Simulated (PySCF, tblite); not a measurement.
**C₅H₁₃Si₂ radical: geometry, infrared bands and EPR parameters**

What infrared bands and EPR parameters should C₅H₁₃Si₂ radical (`CCC/C([SiH2])=C\[SiH3]`) show?

Programs: tblite 0.8.0 and PySCF 2.14.0, with density-fitted response routines of our own. Each step states its level of theory. These are calculated values for one molecule in the gas phase, unless marked as measured. Atoms are numbered from 0 throughout.

## Step 1: The starting structure

20 atoms, charge 0, multiplicity 2; geometry from: force field or distance geometry start.

Bonds of the start (Å): C0–C1 1.54, C1–C2 1.54, C2–C3 1.54, C3–Si4 1.88, C3–C5 1.36, C5–Si6 1.83, C0–H7 1.09, C0–H8 1.10, C0–H9 1.09, C1–H10 1.09, C1–H11 1.09, C2–H12 1.10, C2–H13 1.09, Si4–H14 1.49, Si4–H15 1.48, C5–H16 1.08, Si6–H17 1.49, Si6–H18 1.48, Si6–H19 1.48.

## Step 2: Relaxing the molecule with GFN2-xTB

The job: settings as JSON, then the geometry in Å.

```
{"job": {"kind": "relax", "xc": "GFN2-xTB", "basis": "xTB"}, "charge": 0, "multiplicity": 2}
C      2.631900    -0.915000    -0.357800
C      1.383500    -0.044500    -0.577000
C      0.533900     0.003100     0.701800
C     -0.741400     0.837300     0.502200
Si    -0.544800     2.672900     0.877000
C     -1.954200     0.336500     0.154700
Si    -2.452800    -1.382600    -0.242900
H      3.233100    -0.934000    -1.265300
H      2.350000    -1.943400    -0.102800
H      3.242000    -0.516300     0.455400
H      1.704200     0.956600    -0.859900
H      0.804700    -0.458900    -1.402400
H      0.263000    -1.014200     1.012900
H      1.121300     0.400700     1.532200
H     -1.697700     3.418300     0.286300
H      0.703500     3.158000     0.243600
H     -2.800100     1.008700     0.062800
H     -2.364600    -2.235500     0.978300
H     -1.570600    -1.949100    -1.282800
H     -3.850100    -1.388200    -0.719500
```

Command:

```console
> OMP_NUM_THREADS=1 python probes_run.py task.json out
```

The driver reads the jobs from task.json and runs them one after another.

**Question.** This job is followed by: GFN2-xTB harmonic vibrations, gas phase; UKS B3LYP, pcH-1 on C H Si, non-relativistic, mean-field spin-orbit, GIAO. Predict these results of the whole session: strongest single infrared mode (GFN2-xTB); zero-point energy (GFN2-xTB); g(iso) (B3LYP); ⟨S²⟩; largest a(iso) (averaged by class); surface potential, 1st and 99th percentile.

The runs gave:

```
                                 quantity                    value
strongest single infrared mode (GFN2-xTB)    2172 cm⁻¹, 428 km/mol
             zero-point energy (GFN2-xTB)            96.6 kcal/mol
                           g(iso) (B3LYP)                  2.00351
                                     ⟨S²⟩       0.766 (exact 0.75)
       largest a(iso) (averaged by class)  29Si on Si4, -132.5 MHz
    surface potential, 1st and 99th percentile       -0.46 V and 0.78 V
```

What this shows: The optimisation took 82 steps and gained 0.310 eV; among the close pairs (by a distance rule), C3–Si4 changed most, from 1.884 to 1.829 Å. No mode is imaginary among the 54: a minimum at this level. The strongest single mode, at 2172 cm⁻¹, moves mainly H17. GFN2-xTB is a fitted tight-binding method: band positions and strengths are rough. Its intensities can rank the bands wrongly. The largest share of the spin, 0.94 e, sits on Si4. The isotropic g lies 1.2 ppt above the free-electron value.
